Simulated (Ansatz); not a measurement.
Wanted: the native input for an Ansatz 0.2.0 run.

```yaml
Task: single point
Functional: PBEsol
Potentials_or_basis: Ansatz PAW
Cutoff: "420 eV (not typed: the program's choice for these potentials)"
k_mesh: 12 × 12 × 12
Occupations: fermi-dirac, width 0.05 eV
Spin: collinear spin, ferromagnetic start
Starting_moments: "[0.0, 2.0, 2.0, 2.0, 2.0] μB"
```

Co4Ge:

```
Ge Co
1.0
     1.31250    0.75777    9.86265
    -1.31250    0.75777    9.86265
     0.00000   -1.51554    9.86265
Ge Co
1 4
Cartesian
  0.0000 0.0000 0.0000
  0.0000 0.0000 17.7184
  0.0000 0.0000 5.9271
  0.0000 0.0000 23.6609
  0.0000 0.0000 11.8695
```

The cell comes from a database or a generator and needn't be the stable form of this composition.

The input as run:

input.yaml

```yaml
crystal:
  lattice:
    - [1.3124950637, 0.7577693783, 9.8626483117]
    - [-1.3124950637, 0.7577693783, 9.8626483117]
    - [0.0, -1.5155387567, 9.8626483117]
  atoms:
    - { symbol: Ge, position: [0.0, 0.0, 0.0] }
    - { symbol: Co, position: [0.59884, 0.59884, 0.59884], spin: 2.0 }
    - { symbol: Co, position: [0.20032, 0.20032, 0.20032], spin: 2.0 }
    - { symbol: Co, position: [0.79968, 0.79968, 0.79968], spin: 2.0 }
    - { symbol: Co, position: [0.40116, 0.40116, 0.40116], spin: 2.0 }
hamiltonian:
  xc: pbesol
  pseudopotentials: { kind: paw }
magnetization:
  spin_polarized: true
kpoints:
  mp_grid: { grid: [12, 12, 12] }
scf:
  occupations: { method: fermi_dirac, width: 0.05 }
output:
  forces: true
  stress: true
  eigenvalues: true
```

Potentials or basis: Ansatz PAW.

Launch:

```console
$ ansatz run input.yaml --threads 2 --pin off --max-ram 5632MiB --backend cpu --events-out ev --progress --plain --runs-dir out
```

Results of the run:

```yaml
Pressure: -8.6 GPa
Largest_force: 0.053 eV/Å
Band_gap_on_the_k_mesh: none (metal or under the smearing width)
Net_moment: 5.90 μB per cell
Absolute_moment: 6.55 μB per cell
Site_moments: Ge -0.03; Co +1.32, +1.78 μB
```

Caveat: the PAW data sets come from PBE, with cores solved anew for the run's functional, which leaves a small shift of forces and pressure.

It took 72 s on 2 threads of Arm Neoverse V1 (shared host), peak memory 1 GiB.
